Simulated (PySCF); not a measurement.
# C3H5Br (2-Bromopropene): the cost of one run

Computed with PySCF 2.14.0 and routines of our own; the level stands in each step. Atoms count from 0.

1 further run of the same task is left out (for a basis unfit for spin-orbit shieldings).

## Step 1: The system as given

9 atoms, charge 0, multiplicity 1; geometry from: GFN2-xTB.

## Step 2: Optimising the geometry at PBE0-D3(BJ)/def2-SVP

Job settings and geometry (Å):

```
{"job": {"xc": "PBE0", "basis": "def2-SVP", "d3": "d3bj", "grid": 1, "maxiter": 30, "shake": 0.01, "kind": "geom"}, "charge": 0, "multiplicity": 1}
C      1.290650    -0.533130     0.329920
C      0.308490     0.188100    -0.255410
C     -1.162680     0.129710     0.033920
Br     0.801140     1.448770    -1.640230
H      2.303310    -0.413420     0.043840
H      1.033280    -1.210170     1.101320
H     -1.496260     1.109510     0.354600
H     -1.320810    -0.583300     0.828710
H     -1.699330    -0.153220    -0.830400
```

On the command line:

```console
OMP_NUM_THREADS=1 python heavy_run.py task.json out
```

The driver reads the jobs from task.json and runs them one after another.

**Question.** How long does this first job take on 1 thread of Arm Neoverse N1, shared host, and how much memory does it need?

About 44 s, with a peak of 0.41 GiB.
